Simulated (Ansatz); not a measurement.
# AlH5O2Si: the cost of one run

Program: Ansatz 0.2.0. Level of theory: RKS PBE0-D4/6-31G. These are calculated values, not measurements.

## (1) The system as given

Bond lengths: O1–Si2 1.650 Å, Si2–O3 1.650 Å, Si2–Al4 2.456 Å, O1–H5 0.953 Å, Si2–H6 1.471 Å, O3–H7 0.952 Å, Al4–H8 1.579 Å, Al4–H9 1.566 Å. Angles: O1–Si2–O3 110.8°, O1–Si2–Al4 112.7°, O1–Si2–H6 99.3°, O3–Si2–Al4 112.7°, O3–Si2–H6 99.5°, Al4–Si2–H6 120.5°, Si2–O1–H5 123.4°, Si2–O3–H7 123.0°, Si2–Al4–H8 123.7°, Si2–Al4–H9 121.4°, H8–Al4–H9 114.9°.

As a file:

```xyz
9

O    -0.3692    1.5567   -1.0400
Si    0.5236    0.5469   -0.0886
O     1.6058   -0.3070   -0.9957
Al   -0.8689   -0.8935    1.3321
H    -0.9798    1.2490   -1.7032
H     1.4356    1.5314    0.5134
H     1.3432   -0.9147   -1.6803
H    -1.8750   -1.9713    0.7677
H    -0.8155   -0.7974    2.8946
```

## (2) End point A

Input file input.yaml:

```yaml
crystal:
  periodic: [false, false, false]
  atoms:
    - { symbol: O, position_ang: [-0.36921, 1.5567, -1.03997] }
    - { symbol: Si, position_ang: [0.52364, 0.54691, -0.08859] }
    - { symbol: O, position_ang: [1.60576, -0.30704, -0.9957] }
    - { symbol: Al, position_ang: [-0.86886, -0.89355, 1.33214] }
    - { symbol: H, position_ang: [-0.97975, 1.24904, -1.70322] }
    - { symbol: H, position_ang: [1.43563, 1.53136, 0.51342] }
    - { symbol: H, position_ang: [1.3432, -0.91474, -1.68032] }
    - { symbol: H, position_ang: [-1.87496, -1.97131, 0.76769] }
    - { symbol: H, position_ang: [-0.81546, -0.79738, 2.89455] }
basis:
  gaussian: { orbitals: "6-31G" }
hamiltonian:
  xc: pbe0
  dispersion: d4
relax:
  f_tol: 0.015
  max_steps: 40
```

Run with:

```bash
ansatz run input.yaml --threads 1 --pin off --max-ram 2048MiB --backend cpu --events-out ev --progress --plain --runs-dir out
```

**Question.** How long does this run take on 1 thread of Arm Neoverse V1, shared host, and how much memory does it need?

About 27 s, with a peak of 0.13 GiB.
